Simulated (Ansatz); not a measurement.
# BH4NOSi: the cost of one run

All numbers are computed with Ansatz 0.2.0, driven from Python. Level of theory: PBE0/def2-SVP.

### 1 The system

Bond lengths: N1–Si2 1.724 Å, Si2–B3 2.001 Å, Si2–O4 1.647 Å, B3–O4 1.467 Å, N1–H5 1.034 Å, N1–H6 1.062 Å, Si2–H7 1.498 Å, B3–H8 1.206 Å. Angles: N1–Si2–B3 113.6°, N1–Si2–O4 111.3°, N1–Si2–H7 117.4°, B3–Si2–O4 46.2°, B3–Si2–H7 128.3°, O4–Si2–H7 105.2°, Si2–N1–H5 111.0°, Si2–N1–H6 110.9°, H5–N1–H6 104.6°, Si2–B3–O4 54.1°, Si2–B3–H8 132.7°, O4–B3–H8 143.1°, Si2–O4–B3 79.7°.

The script holds or builds the structure itself.

### 2 The code

torsion.py

```python
"""Rigid torsion scan of BH4NOSi."""

import warnings

import ansatz as az
from ase import Atoms

warnings.simplefilter("ignore", az.DeckWarning)

atoms = Atoms(["N", "Si", "B", "O", "H", "H", "H", "H"], positions=[
    (-0.9124, 1.2546, 0.1701),
    (0.5538, 0.3488, 0.1437),
    (0.3961, -1.4055, -0.8054),
    (0.3098, -1.2012, 0.6452),
    (-1.4191, 1.1129, 1.0608),
    (-1.5837, 0.9091, -0.5766),
    (1.6927, 0.8561, 0.9738),
    (1.0551, -1.932, -1.6674),
])

# start the scan from a relaxed geometry
first = (
    az.Crystal.molecule_from_ase(atoms).calculation()
    .basis(gaussian="def2-SVP")  # atom-centred Gaussian functions
    .functional("pbe0")
    .relax(force_tolerance=0.02, max_steps=80)  # relax until the tolerances are met
)
atoms.positions = first.run(threads=1, pin="off").report["positions_ang"]

start = atoms.get_dihedral(2, 1, 0, 4)
energies = {}
for turn in range(0, 360, 30):
    turned = atoms.copy()
    turned.set_dihedral(2, 1, 0, 4, start + turn, indices=[0, 4, 5])
    calc = az.Crystal.molecule_from_ase(turned).calculation().basis(gaussian="def2-SVP").functional("pbe0")
    energies[round((start + turn) % 360)] = calc.run(threads=1, pin="off").report["free_energy_ev"]
floor = min(energies.values())
print("dihedral B2-Si1-N0-H4 (deg)   E - E(min) (kcal/mol)")
for angle, e in sorted(energies.items()):
    print(f"{angle:8d} {23.060548 * (e - floor):14.3f}  " + "#" * int(30 * (e - floor) / max(max(energies.values()) - floor, 1e-9)))
```

### 3 What the engine is handed

The package turns the script's settings into the engine's input (first run):

```yaml
crystal:
  periodic: [false, false, false]
  atoms:
    - { symbol: "N", position_ang: [-0.9124, 1.2546, 0.1701] }
    - { symbol: Si, position_ang: [0.5538, 0.3488, 0.1437] }
    - { symbol: B, position_ang: [0.3961, -1.4055, -0.8054] }
    - { symbol: O, position_ang: [0.3098, -1.2012, 0.6452] }
    - { symbol: H, position_ang: [-1.4191, 1.1129, 1.0608] }
    - { symbol: H, position_ang: [-1.5837, 0.9091, -0.5766] }
    - { symbol: H, position_ang: [1.6927, 0.8561, 0.9738] }
    - { symbol: H, position_ang: [1.0551, -1.932, -1.6674] }
basis:
  gaussian:
    orbitals: def2-SVP
hamiltonian:
  xc: pbe0
relax:
  f_tol: 0.02
  max_steps: 80
```

### 4 Launch

Run with:

```console
$ python torsion.py
```

Q: Estimate wall time and peak memory on 1 thread of Arm Neoverse V2, shared host.

About 56 s, with a peak of 0.22 GiB.
